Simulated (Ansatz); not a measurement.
**ClH6NSi (built from SMILES N[SiH2]Cl.[H][H]): search for a transition state**

Wanted: the transition state of a four-centre ligand exchange (form Si1–H7, N2–H6 and break Si1–N2, H6–H7). The guess is relaxed with those distances held, a saddle search follows, and vibrations and two downhill relaxations check it.

The runs use Ansatz 0.2.0, Gaussian basis; PBE0-D4, def2-SVP first, then def2-TZVP.

153 further runs of the same task are left out: 1 that didn't finish, 152 set aside as unsound or not needed.

### Step 1. Where the work starts

The guess: 9 atoms, charge 0, spin multiplicity 1.

Atoms are counted from 1 here; the program's logs count them from 0.

Bond lengths: Si1–H3 1.455 Å, Si1–H4 1.474 Å, Si1–Cl5 2.012 Å, N2–H8 1.014 Å, N2–H9 1.013 Å. Angles: H3–Si1–H4 102.9°, H3–Si1–Cl5 116.2°, H4–Si1–Cl5 102.7°, H8–N2–H9 107.1°.

As a file:

```mol
ClH6NSi
  3D, bonds by distance, orders not assigned

  9  5  0  0  0  0  0  0  0  0999 V2000
   -0.5662    0.6701   -0.3166 Si  0  0
    0.4680   -0.8741    0.7069 N   0  0
   -1.5758    0.5999   -1.3621 H   0  0
   -1.3507    1.0431    0.8739 H   0  0
    0.7611    2.1748   -0.4617 Cl  0  0
    0.7954   -0.9692   -0.5957 H   0  0
    0.4896   -0.4600   -1.3804 H   0  0
    1.1119   -0.5943    1.4388 H   0  0
   -0.1333   -1.5902    1.0968 H   0  0
  1  3  8  0
  1  4  8  0
  1  5  8  0
  2  8  8  0
  2  9  8  0
M  END
```

Distances that are to change: Si1–H7 1.88 Å, N2–H6 1.35 Å, Si1–N2 2.12 Å, H6–H7 0.98 Å.

### Step 2. Relaxing the guess with the reacting distances held

hold/in.yaml

```yaml
crystal:
  periodic: [false, false, false]
  atoms:
    - {symbol: Si, position_ang: [-0.566200, 0.670100, -0.316600]}
    - {symbol: N, position_ang: [0.468000, -0.874100, 0.706900]}
    - {symbol: H, position_ang: [-1.575800, 0.599900, -1.362100]}
    - {symbol: H, position_ang: [-1.350700, 1.043100, 0.873900]}
    - {symbol: Cl, position_ang: [0.761100, 2.174800, -0.461700]}
    - {symbol: H, position_ang: [0.795400, -0.969200, -0.595700]}
    - {symbol: H, position_ang: [0.489600, -0.460000, -1.380400]}
    - {symbol: H, position_ang: [1.111900, -0.594300, 1.438800]}
    - {symbol: H, position_ang: [-0.133300, -1.590200, 1.096800]}
basis:
  gaussian: {orbitals: def2-SVP}
hamiltonian: {xc: pbe0, dispersion: d4}
relax: {f_tol: 0.08, max_steps: 120, escape_saddle: false, constraints: [{distance: [0, 6]}, {distance: [1, 5]}, {distance: [0, 1]}, {distance: [5, 6]}]}
```

On the command line:

```sh
$ ansatz run in.yaml --threads 2 --pin off --events-out ev --progress --plain --max-ram 4352MiB
```

After this run come: Force constants to start from; Saddle search in the small basis; Saddle search in triple zeta; Checking the order of the point; Relaxing after a step of 0.30 Å one way along the mode; Relaxing after a step of 0.30 Å the other way along the mode.

**Question.** What will these runs give? Wanted: imaginary mode; barrier from the start side; barrier from the end side; energy of the step; pairs that change; zero-point energy at the saddle.

As calculated:

| quantity | value |
| --- | --- |
| imaginary mode | 1454i cm⁻¹ |
| barrier from the start side | 200.6 kJ/mol |
| barrier from the end side | 186.2 kJ/mol |
| energy of the step | +14.4 kJ/mol |
| pairs that change | Si1–H7 formed, N2–H6 formed, Si1–N2 broken, H6–H7 broken |
| zero-point energy at the saddle | 1.618 eV |

**Reading.** The point has a single imaginary mode (1454i cm⁻¹), as a transition state must. Going downhill both ways gives the intended start and end. At PBE0-D4/def2-TZVP the electronic barrier is 200.6 kJ/mol, about 81 kT at 298 K, and the step runs 14.4 kJ/mol uphill. The barrier is thin enough for tunnelling; the leading (Wigner) term alone is a factor of 3.1 at 298 K. A step off the saddle overshot and began above it in energy, so the link to its end is likely but not proven. Lower complexes than these ends may exist.
